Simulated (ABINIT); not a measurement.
The system is GeCN2.

```xyz
4
Lattice="1.7938 1.0356 4.9220 -1.7938 1.0356 4.9220 0.0000 -2.0713 4.9220" Properties=species:S:1:pos:R:3 pbc="T T T"
Ge    0.0000    0.0000    0.0000
N     0.0000    0.0000    8.6219
N     0.0000    0.0000    6.1440
C     0.0000    0.0000    7.3829
```

The cell comes from a database or a generator and needn't be the stable form of this composition.

| Property | Result |
| --- | --- |
| Program | ABINIT 10.8.3 (patched build) |
| Task | relaxation of cell and atoms |
| Functional | PBEsol |
| Potentials or basis | JTH PAW PBE v2.0 |
| Cutoff | 707 eV |
| k mesh | 6 × 6 × 6 |
| Occupations | fermi-dirac, width 0.05 eV |
| Spin | no spin polarisation |

At the start: pressure -3.0 GPa; volume 13.72 Å³/atom.

Problem. How do energy, volume and symmetry change on relaxing?

Solution. Over 9 steps the energy falls by 7.0 meV/atom and the volume is 13.06 Å³/atom (-4.8 %); space group R-3m (No. 166, to 0.05 Å).

The path:
```tsv
step	energy change (eV)	largest force (eV/Å)	pressure (GPa)	volume (Å³)
1	0.0000	0.0255	-3.04	54.86
2	-0.0083	0.3053	-1.81	54.35
3	-0.0244	0.2572	0.03	52.85
4	-0.0272	0.0142	0.14	52.36
5	-0.0273	0.0400	0.00	52.36
6	-0.0274	0.0791	-0.14	52.35
7	-0.0276	0.0877	-0.19	52.31
8	-0.0279	0.0471	-0.12	52.26
9	-0.0280	0.0115	-0.04	52.25
```

Final structure:
```yaml
crystal:
  lattice:
    - [1.75672, 1.01424, 4.88779]
    - [-1.75672, 1.01424, 4.88779]
    - [0.00000, -2.02849, 4.88779]
  atoms:
    - { symbol: Ge, position: [0.00000, 0.00000, 0.00000] }
    - { symbol: N, position: [0.58439, 0.58439, 0.58439] }
    - { symbol: N, position: [0.41561, 0.41561, 0.41561] }
    - { symbol: C, position: [0.50000, 0.50000, 0.50000] }
```

Caveat: the PAW data sets were made with another functional, which shifts forces and pressure a little; the atomic spheres overlap.
